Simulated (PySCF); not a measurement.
# GeH8OSi2: the cost of one run

The runs use PySCF 2.14.0, with density-fitted response routines of our own; the level of theory stands in each step. All values are computed, except where a source is named. Atoms count from 0, in the outputs and in this text.

## 1. The molecule as given

12 atoms, charge 0, multiplicity 1; geometry from: GFN2-xTB. The atoms were then displaced at random by about 0.01 Å, so the start is not that level's minimum.

Bonds of the start (Å): Si0–O1 1.59, O1–Si2 1.60, Si2–Ge3 2.37, Si0–H4 1.46, Si0–H5 1.48, Si0–H6 1.47, Si2–H7 1.46, Si2–H8 1.49, Ge3–H9 1.50, Ge3–H10 1.49, Ge3–H11 1.48.

## 2. Optimising the geometry at PBE0-D3(BJ)/def2-SVP

What the job is given:

```
{"job": {"xc": "PBE0", "basis": "def2-SVP", "d3": "d3bj", "grid": 1, "shake": 0.01, "kind": "geom"}, "charge": 0, "multiplicity": 1}
Si    -2.370190     0.428610     0.252190
O     -0.976440    -0.305920     0.058770
Si     0.415130    -1.068260     0.266350
Ge     2.220750     0.396360    -0.208540
H     -3.309310    -0.509150     0.855340
H     -2.158560     1.617200     1.106130
H     -2.783110     0.824500    -1.105020
H      0.410700    -2.201600    -0.646280
H      0.482960    -1.528080     1.682060
H      2.420540     1.525290     0.763940
H      2.158550     1.086640    -1.527640
H      3.528660    -0.293860    -0.212150
```

Run with:

```
$ OMP_NUM_THREADS=1 python probes_run.py task.json out
```

This one command runs all jobs of the session in turn.

Q: Estimate the wall time and peak memory of this first job on 1 thread of Arm Neoverse V2, shared host.

About 79 s, with a peak of 0.51 GiB.
